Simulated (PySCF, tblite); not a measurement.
# C7H8F radical: geometry, infrared bands and EPR parameters

What infrared bands and EPR parameters should C7H8F radical (`F[C]1[C@@H]2C[C@H]3[C@@H]2C[C@@H]13`) show?

Computed with tblite 0.8.0 and PySCF 2.14.0, with density-fitted response routines of our own, on a single molecule in the gas phase. Atoms are numbered from 0 throughout.

### 1 The molecule as given

16 atoms, charge 0, multiplicity 2; geometry from: force field or distance geometry start.

Bonds of the start (Å): F0–C1 1.38, C1–C2 1.54, C2–C3 1.53, C3–C4 1.49, C4–C5 1.52, C5–C6 1.48, C6–C7 1.52, C7–C1 1.51, C5–C2 1.49, C7–C4 1.48, C2–H8 1.05, C3–H9 1.11, C3–H10 1.09, C4–H11 1.07, C5–H12 1.06, C6–H13 1.10, C6–H14 1.10, C7–H15 1.06.

### 2 Relaxing the molecule with GFN2-xTB

The job: settings as JSON, then the geometry in Å.

```
{"job": {"kind": "relax", "xc": "GFN2-xTB", "basis": "xTB"}, "charge": 0, "multiplicity": 2}
F      0.823500     2.185800     0.399300
C      0.026800     1.184300     0.926000
C      0.883000    -0.092000     0.831700
C      1.385200     0.084900    -0.598400
C     -0.040800    -0.128200    -0.960200
C     -0.124400    -1.028400     0.257100
C     -1.497300    -0.489500     0.428100
C     -0.913100     0.774300    -0.179100
H      1.544900    -0.347600     1.610600
H      2.000500    -0.808500    -0.841100
H      1.818600     1.056400    -0.831000
H     -0.331700    -0.524800    -1.912700
H      0.072500    -2.067000     0.147800
H     -1.784100    -0.342300     1.483600
H     -2.309900    -0.937600    -0.160900
H     -1.561100     1.489100    -0.612300
```

The run is started by

```bash
$ OMP_NUM_THREADS=1 python probes_run.py task.json out
```

The driver reads the jobs from task.json and runs them one after another.

**Question.** This job is followed by: GFN2-xTB harmonic vibrations, gas phase; UKS B3LYP, pcH-1 on C F H, non-relativistic, mean-field spin-orbit, GIAO. What will the session give for the following? strongest single infrared mode (GFN2-xTB); zero-point energy (GFN2-xTB); g(iso) (B3LYP); ⟨S²⟩; largest a(iso) (averaged by class); potential on the surface of density 0.002 e/bohr³, 1st and 99th percentile.

**Answer**, as computed:

| quantity | value |
| --- | --- |
| strongest single infrared mode (GFN2-xTB) | 1322 cm⁻¹, 138 km/mol |
| zero-point energy (GFN2-xTB) | 81.6 kcal/mol |
| g(iso) (B3LYP) | 2.00349 |
| ⟨S²⟩ | 0.753 (exact 0.75) |
| largest a(iso) (averaged by class) | 13C on C1, 308.3 MHz |
| potential on the surface of density 0.002 e/bohr³, 1st and 99th percentile | -0.97 V and 0.76 V |

What this shows: Over 35 steps the energy fell by 1.136 eV; of the close pairs, C4–C7 changed most, 1.478 to 1.580 Å. No mode is imaginary among the 42: a minimum at this level. The strongest single mode, at 1322 cm⁻¹, moves mainly C1. GFN2-xTB is a fitted tight-binding method: band positions and strengths are rough. Its intensities can rank the bands wrongly. Most of the unpaired spin sits on C1 (0.89 e). The isotropic g lies 1.2 ppt above the free-electron value. The conformer search found further structures of the same energy, which may be mirror or relabelled copies of this one.
